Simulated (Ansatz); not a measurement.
**B₂H₅NO₂Si: how energies converge with the basis set**

One table from this session's results is given with a row withheld; the runs are named, their logs left out.

The runs use Ansatz 0.2.0, Gaussian basis; one geometry, several basis sets.

The runs, in order: PBE0-D4/def2-SVP; ωB97M-V/def2-SVP; PBE0-D4/def2-QZVPP; ωB97M-V/def2-QZVPP; the functionals' def2-TZVPP values are taken from earlier runs.

## The relaxed structure

The geometry comes from an earlier relaxation with PBE0-D4 in a triple-zeta def2 set; it is a stationary point, not always the lowest conformer.

SMILES `BO[Si]1(O)BN1`, 11 atoms, charge 0, spin multiplicity 1.

Atoms are counted from 1 here; the program's logs count them from 0.

Bond lengths: B1–O2 1.343 Å, B1–H7 1.197 Å, B1–H8 1.210 Å, O2–Si3 1.660 Å, Si3–O4 1.632 Å, Si3–B5 1.893 Å, Si3–N6 1.719 Å, O4–H9 0.961 Å, B5–N6 1.404 Å, B5–H10 1.188 Å, N6–H11 1.012 Å. Angles: O2–B1–H7 118.8°, O2–B1–H8 120.6°, H7–B1–H8 120.6°, B1–O2–Si3 133.2°, O2–Si3–O4 108.0°, O2–Si3–B5 124.2°, O2–Si3–N6 113.7°, O4–Si3–B5 127.6°, O4–Si3–N6 117.6°, B5–Si3–N6 45.4°, Si3–O4–H9 116.5°, Si3–B5–N6 60.7°, Si3–B5–H10 165.4°, N6–B5–H10 133.9°, Si3–N6–B5 73.9°, Si3–N6–H11 152.2°, B5–N6–H11 133.9°.

Set-up of the first run:

Input file in.yaml:

```yaml
crystal:
  periodic: [false, false, false]
  atoms:
    - {symbol: B, position_ang: [0.195670, -2.208540, 0.537860]}
    - {symbol: O, position_ang: [-0.034327, -0.903862, 0.757856]}
    - {symbol: Si, position_ang: [0.250971, 0.466566, -0.133823]}
    - {symbol: O, position_ang: [0.731790, 0.008421, -1.624827]}
    - {symbol: B, position_ang: [0.126675, 2.227257, 0.550670]}
    - {symbol: N, position_ang: [-1.006801, 1.633393, -0.027097]}
    - {symbol: H, position_ang: [-0.110110, -2.999504, 1.383282]}
    - {symbol: H, position_ang: [0.702070, -2.577814, -0.496825]}
    - {symbol: H, position_ang: [0.822700, -0.936267, -1.774870]}
    - {symbol: H, position_ang: [0.342769, 3.289656, 1.036911]}
    - {symbol: H, position_ang: [-1.955908, 1.943696, -0.188538]}
basis:
  gaussian: {orbitals: def2-SVP}
hamiltonian: {xc: pbe0, dispersion: d4}
output: {orbitals: {seedname: orbitals}}
```

The run is started by

```console
$ ansatz run in.yaml --threads 4 --pin off --events-out ev --progress --plain --max-ram 10444MiB
```

Steps of the session up to this table: PBE0-D4 in def2-SVP; ωB97M-V in def2-SVP; PBE0-D4 in def2-QZVPP; ωB97M-V in def2-QZVPP.

One of the session's tables, all rows but one given; the rest of the session is left out.

It belongs to the step «Density functionals: the series». 

| functional | basis | HOMO (eV) |
| --- | --- | --- |
| PBE0-D4 | def2-SVP | ? |
| PBE0-D4 | def2-TZVPP | -7.16 |
| PBE0-D4 | def2-QZVPP | -7.18 |
| ωB97M-V | def2-SVP | -9.19 |
| ωB97M-V | def2-TZVPP | -9.29 |
| ωB97M-V | def2-QZVPP | -9.31 |

**Question.** Estimate the row for PBE0-D4, def2-SVP.

The run gave: HOMO (eV): -7.10. In the column «HOMO (eV)» it is the highest.
